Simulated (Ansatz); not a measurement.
# Cl3H2NSi: a ladder of functionals and wavefunction methods

The task here is to estimate one member of a computed series from the others.

Computed with Ansatz 0.2.0, Gaussian basis. Level: functionals in def2-TZVPP, the program's frozen cores in correlated methods.

Levels to be run: LDA (SPW92), PBE-D4, revPBE-D4, BLYP-D4, r2SCAN-D4, B97M-V, PBE0-D4, B3LYP-D4, r2SCANh-D4, r2SCAN0-D4, HSE06-D4, BHLYP-D4, CAM-B3LYP-D4, LC-ωPBE, ωB97X-V, ωB97M-V, B2PLYP, PBE-QIDH; CCSD(T)/def2-SVP; CCSD(T)/def2-TZVPP; MP2/def2-QZVPP; extrapolation to the limit; RPA on PBE.

**Structure used throughout**

The geometry comes from an earlier relaxation with PBE0-D4 in a triple-zeta def2 set; it is a stationary point, not always the lowest conformer.

SMILES `N[Si](Cl)(Cl)Cl`, 7 atoms, charge 0, spin multiplicity 1.

Atoms are counted from 1 here; the program's logs count them from 0.

Bond lengths: N1–Si2 1.683 Å, N1–H6 1.007 Å, N1–H7 1.007 Å, Si2–Cl3 2.043 Å, Si2–Cl4 2.031 Å, Si2–Cl5 2.031 Å. Angles: Si2–N1–H6 120.8°, Si2–N1–H7 120.8°, H6–N1–H7 112.9°, N1–Si2–Cl3 115.4°, N1–Si2–Cl4 108.3°, N1–Si2–Cl5 108.3°, Cl3–Si2–Cl4 106.9°, Cl3–Si2–Cl5 106.9°, Cl4–Si2–Cl5 111.2°.

Set-up of the first run:

in.yaml reads:

```yaml
crystal:
  periodic: [false, false, false]
  atoms:
    - {symbol: N, position_ang: [0.063975, 0.907950, 0.637815]}
    - {symbol: Si, position_ang: [-0.036920, -0.422904, -0.387652]}
    - {symbol: Cl, position_ang: [0.347498, -2.230365, 0.482922]}
    - {symbol: Cl, position_ang: [-1.926714, -0.514458, -1.127058]}
    - {symbol: Cl, position_ang: [1.324484, -0.184171, -1.876285]}
    - {symbol: H, position_ang: [0.958160, 1.270223, 0.925615]}
    - {symbol: H, position_ang: [-0.669183, 1.105827, 1.298844]}
basis:
  gaussian: {orbitals: def2-TZVPP}
hamiltonian: {xc: lda}
output: {orbitals: {seedname: orbitals}}
```

Command:

```bash
ansatz run in.yaml --threads 4 --pin off --events-out ev --progress --plain --max-ram 10444MiB
```

Steps of the session up to this table: LDA; PBE-D4 (GGA); revPBE-D4 (GGA); BLYP-D4 (GGA); r2SCAN-D4 (meta-GGA); B97M-V (meta-GGA); B3LYP-D4 (hybrid); r2SCANh-D4 (hybrid); r2SCAN0-D4 (hybrid); HSE06-D4 (hybrid); BHLYP-D4 (hybrid); CAM-B3LYP-D4 (range-separated); LC-ωPBE (range-separated); ωB97X-V (range-separated); ωB97M-V (range-separated); B2PLYP (double hybrid); PBE-QIDH (double hybrid).

One of the session's tables, all rows but one given; the rest of the session is left out.

It belongs to the step «Orbital energies across the functionals». 

```
  functional  HOMO (eV)  gap (eV)
 LDA (SPW92)      -7.04      6.02
      PBE-D4          ?         ?
   revPBE-D4      -6.80      6.13
     BLYP-D4      -6.71      6.02
   r2SCAN-D4      -7.21      6.87
      B97M-V      -7.29      6.95
     PBE0-D4      -8.35      8.58
    B3LYP-D4      -8.07      8.00
  r2SCANh-D4      -7.76      7.77
  r2SCAN0-D4      -8.59      9.10
    HSE06-D4      -7.94      7.80
    BHLYP-D4      -9.71     10.85
CAM-B3LYP-D4      -9.77     11.00
     LC-ωPBE     -11.23     13.80
     ωB97X-V     -10.82     13.20
     ωB97M-V     -10.68     12.66
```

Estimate the missing values for PBE-D4.

As computed: HOMO (eV): -6.86; gap (eV): 6.08. In the column «HOMO (eV)» it lies between LDA (SPW92) (-7.04) and revPBE-D4 (-6.80).
